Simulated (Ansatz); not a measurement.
The system is NiMoIrPdW.

```
CELL_PARAMETERS angstrom
2.77046 0.00000 0.00000
-1.38523 2.39928 0.00000
0.00000 0.00000 21.88122
ATOMIC_POSITIONS crystal
Ni 0.33333 0.66667 0.04433
Ni 0.66667 0.33333 0.95562
Mo 0.66667 0.33333 0.34270
Mo 0.66667 0.33333 0.76320
Pd 0.33333 0.66667 0.44768
Pd 0.33333 0.66667 0.65723
Ir 0.33333 0.66667 0.23988
Ir 0.33333 0.66667 0.86050
W 0.66667 0.33333 0.13646
W 0.66667 0.33333 0.55240
```

The cell was built by a generator and needn't be a form met in nature.

* Program: Ansatz 0.2.0
* Task: relaxation of cell and atoms
* Functional: PBE
* Dispersion: D3(BJ)
* Potentials or basis: Ansatz PAW
* Cutoff: 420 eV (not typed: the program's choice for these potentials)
* k mesh: 8 × 8 × 1
* Occupations: fermi-dirac, width 0.05 eV
* Spin: collinear spin, ferromagnetic start
* Starting moments: [1.0, 1.0, 1.0, 1.0, 0.0, 0.0, 0.6, 0.6, 0.0, 0.0] μB

At the start: volume 14.54 Å³/atom.

How do energy, volume and symmetry change on relaxing?

It ends after 6 steps and the volume is 14.15 Å³/atom (-2.7 %); space group P3m1 (No. 156, to 0.05 Å); moment 0.00 μB per cell.

Step by step:
| step | energy change (eV) | largest force (eV/Å) | volume (Å³) |
| --- | --- | --- | --- |
| 1 | 0.0000 | 0.1715 | 145.45 |
| 2 | -0.0908 | 0.0558 | 141.95 |
| 3 | -0.0923 | 0.0614 | 141.53 |
| 4 | -0.0929 | 0.0316 | 141.46 |
| 5 | -0.0929 | 0.0033 | 141.47 |
| 6 | -0.0912 | 0.0032 | 141.47 |

Final structure:
```cif
data_structure
_symmetry_space_group_name_H-M 'P 1'
_symmetry_Int_Tables_number 1
_cell_length_a 2.7432
_cell_length_b 2.7432
_cell_length_c 21.7071
_cell_angle_alpha 90.000
_cell_angle_beta 90.000
_cell_angle_gamma 120.000
_cell_volume 141.47
loop_
_atom_site_label
_atom_site_type_symbol
_atom_site_fract_x
_atom_site_fract_y
_atom_site_fract_z
_atom_site_occupancy
Ni1 Ni 0.33333 0.66667 0.04440 1
Ni2 Ni 0.66667 0.33333 0.95576 1
Mo1 Mo 0.66667 0.33333 0.34261 1
Mo2 Mo 0.66667 0.33333 0.76253 1
Pd1 Pd 0.33333 0.66667 0.44737 1
Pd2 Pd 0.33333 0.66667 0.65714 1
Ir1 Ir 0.33333 0.66667 0.24033 1
Ir2 Ir 0.33333 0.66667 0.86073 1
W1 W 0.66667 0.33333 0.13687 1
W2 W 0.66667 0.33333 0.55226 1
```

Caveat: the plane-wave basis is chosen anew once the cell has moved, so the energies of steps on either side of that aren't comparable; pairwise dispersion overbinds metals, which lowers pressure and volume; the starting moments weren't kept.
